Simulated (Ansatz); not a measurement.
**CH₇BOSi₂: a ladder of functionals and wavefunction methods**

An exercise on one series of results from a longer session: the logs are not shown, and one member is left open.

Program: Ansatz 0.2.0, Gaussian basis. Level of theory: functionals in def2-TZVPP, the program's frozen cores in correlated methods. These are calculated values, not measurements.

Plan: PBE-D4, r2SCAN-D4, PBE0-D4, B3LYP-D4, ωB97X-V, ωB97M-V, B2PLYP; CCSD(T)/def2-TZVPP; MP2/def2-QZVPP; extrapolation to the limit.

**The relaxed structure**

An earlier PBE0-D4 in a triple-zeta def2 set relaxation fixed the geometry.

SMILES `[SiH3]B1C[SiH2]O1`, 12 atoms, charge 0, spin multiplicity 1.

Atoms are counted from 1 here; the program's logs count them from 0.

Bond lengths: Si1–B2 2.026 Å, Si1–H6 1.491 Å, Si1–H7 1.488 Å, Si1–H8 1.491 Å, B2–C3 1.609 Å, B2–O5 1.374 Å, C3–Si4 1.856 Å, C3–H9 1.091 Å, C3–H10 1.091 Å, Si4–O5 1.703 Å, Si4–H11 1.485 Å, Si4–H12 1.485 Å. Angles: B2–Si1–H6 109.5°, B2–Si1–H7 113.8°, B2–Si1–H8 109.4°, H6–Si1–H7 108.5°, H6–Si1–H8 107.0°, H7–Si1–H8 108.5°, Si1–B2–C3 130.2°, Si1–B2–O5 124.2°, C3–B2–O5 105.6°, B2–C3–Si4 79.2°, B2–C3–H9 115.1°, B2–C3–H10 115.1°, Si4–C3–H9 118.2°, Si4–C3–H10 118.2°, H9–C3–H10 108.7°, C3–Si4–O5 83.8°, C3–Si4–H11 119.1°, C3–Si4–H12 119.1° and more.

The first run:

Contents of in.yaml:

```yaml
crystal:
  periodic: [false, false, false]
  atoms:
    - {symbol: Si, position_ang: [-1.567086, 1.416227, -0.702188]}
    - {symbol: B, position_ang: [-0.130838, 0.058583, -0.258153]}
    - {symbol: C, position_ang: [0.602555, -0.257869, 1.138191]}
    - {symbol: Si, position_ang: [1.428416, -1.489906, 0.022758]}
    - {symbol: O, position_ang: [0.417654, -0.812425, -1.168994]}
    - {symbol: H, position_ang: [-1.084600, 2.783237, -0.352343]}
    - {symbol: H, position_ang: [-1.975373, 1.411100, -2.132812]}
    - {symbol: H, position_ang: [-2.772900, 1.151629, 0.134687]}
    - {symbol: H, position_ang: [1.204311, 0.558996, 1.539658]}
    - {symbol: H, position_ang: [-0.048520, -0.633569, 1.929084]}
    - {symbol: H, position_ang: [1.142796, -2.935263, 0.207105]}
    - {symbol: H, position_ang: [2.860786, -1.306042, -0.323096]}
basis:
  gaussian: {orbitals: def2-TZVPP}
hamiltonian: {xc: pbe, dispersion: d4}
output: {forces: true, orbitals: {seedname: orbitals}}
```

The run is started by

```bash
$ ansatz run in.yaml --threads 4 --pin off --events-out ev --progress --plain --max-ram 10444MiB
```

Among the steps run: PBE-D4 (GGA); r2SCAN-D4 (meta-GGA); PBE0-D4 (hybrid); B3LYP-D4 (hybrid); ωB97X-V (range-separated); ωB97M-V (range-separated); B2PLYP (double hybrid); CCSD(T) in def2-TZVPP; MP2 in def2-QZVPP.

One table of the session follows, with a row left open; its other results are not shown here.

It belongs to the step «Atomisation energies». 

| method | atomisation energy (eV) |
| --- | --- |
| PBE-D4 | 45.480 |
| r2SCAN-D4 | 45.361 |
| PBE0-D4 | 45.039 |
| B3LYP-D4 | 45.092 |
| ωB97X-V | 45.445 |
| ωB97M-V | 45.319 |
| B2PLYP | 44.635 |
| HF/def2-TZVPP | 34.200 |
| MP2/def2-TZVPP | 44.553 |
| CCSD/def2-TZVPP | 43.446 |
| CCSD(T)/def2-TZVPP | 44.008 |
| MP2/CBS | ? |
| CCSD(T)/CBS | 45.121 |

Estimate the missing values for MP2/CBS.

As computed: atomisation energy (eV): 45.666. In the column «atomisation energy (eV)» it is the highest.

To keep in mind: Free atoms (2 Si, 1 B, 1 C, 1 O, 7 H) were run apart at each level; the atomisation energy is their sum less the molecule, without zero-point or spin-orbit terms.
